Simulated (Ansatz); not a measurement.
# AsH3SSi (SMILES [SiH2]1S[AsH]1): functionals against CCSD(T) at one geometry

An exercise on one series of results from a longer session: the logs are not shown, and one member is left open.

Method: single points in def2-TZVPP; program: Ansatz 0.2.0, Gaussian basis.

Correlated methods freeze the cores. Filled d shells of the heavier atoms are correlated.

## The starting structure

6 atoms, charge 0, spin multiplicity 1.

Atoms are counted from 1 here; the program's logs count them from 0.

Bond lengths: Si1–S2 2.138 Å, Si1–As3 2.273 Å, Si1–H4 1.469 Å, Si1–H5 1.461 Å, S2–As3 2.265 Å, As3–H6 1.533 Å. Angles: S2–Si1–As3 61.7°, S2–Si1–H4 112.9°, S2–Si1–H5 111.0°, As3–Si1–H4 119.8°, As3–Si1–H5 123.5°, H4–Si1–H5 114.1°, Si1–S2–As3 62.1°, Si1–As3–S2 56.2°, Si1–As3–H6 93.5°, S2–As3–H6 96.6°.

As a file:

```
Si   -0.5387    0.1118   -0.5343
S     1.0840   -1.2703   -0.3648
As    0.1937   -0.4405    1.5450
H    -1.7620   -0.5037   -1.0658
H    -0.1243    1.3218   -1.2401
H     1.1113    0.7834    1.6495
```

The first run:

run/in.yaml

```yaml
crystal:
  periodic: [false, false, false]
  atoms:
    - {symbol: Si, position_ang: [-0.538700, 0.111800, -0.534300]}
    - {symbol: S, position_ang: [1.084000, -1.270300, -0.364800]}
    - {symbol: As, position_ang: [0.193700, -0.440500, 1.545000]}
    - {symbol: H, position_ang: [-1.762000, -0.503700, -1.065800]}
    - {symbol: H, position_ang: [-0.124300, 1.321800, -1.240100]}
    - {symbol: H, position_ang: [1.111300, 0.783400, 1.649500]}
basis:
  gaussian: {orbitals: def2-TZVPP}
correlation: {method: ccsd_t}
output: {forces: true}
```

No record of the launch command was kept for these runs.

Steps of the session up to this table: CCSD(T)/def2-TZVPP; PBE0-D4/def2-TZVPP; wB97M-V/def2-TZVPP; r2SCAN-D4/def2-TZVPP; PBE-D4/def2-TZVPP; LC-wPBE/def2-TZVPP; CAM-B3LYP-D4/def2-TZVPP.

One of the session's tables, all rows but one given; the rest of the session is left out.

```
      method  RMS force component (eV/Å)  angle to CCSD(T) forces (°)  dipole (D)
     CCSD(T)                       0.365                    reference        1.82
     PBE0-D4                       0.328                         20.5        1.84
     wB97M-V                       0.325                         16.9        1.91
   r2SCAN-D4                       0.337                         15.0        1.79
      PBE-D4                       0.408                         24.7        1.67
     LC-wPBE                       0.353                         53.1        2.04
CAM-B3LYP-D4                           ?                            ?           ?
```

Q: Estimate the row for CAM-B3LYP-D4 from the others.

The run gave: RMS force component (eV/Å): 0.338; angle to CCSD(T) forces (°): 17.2; dipole (D): 1.97. In the column «RMS force component (eV/Å)» it lies between r2SCAN-D4 (0.337) and LC-wPBE (0.353).
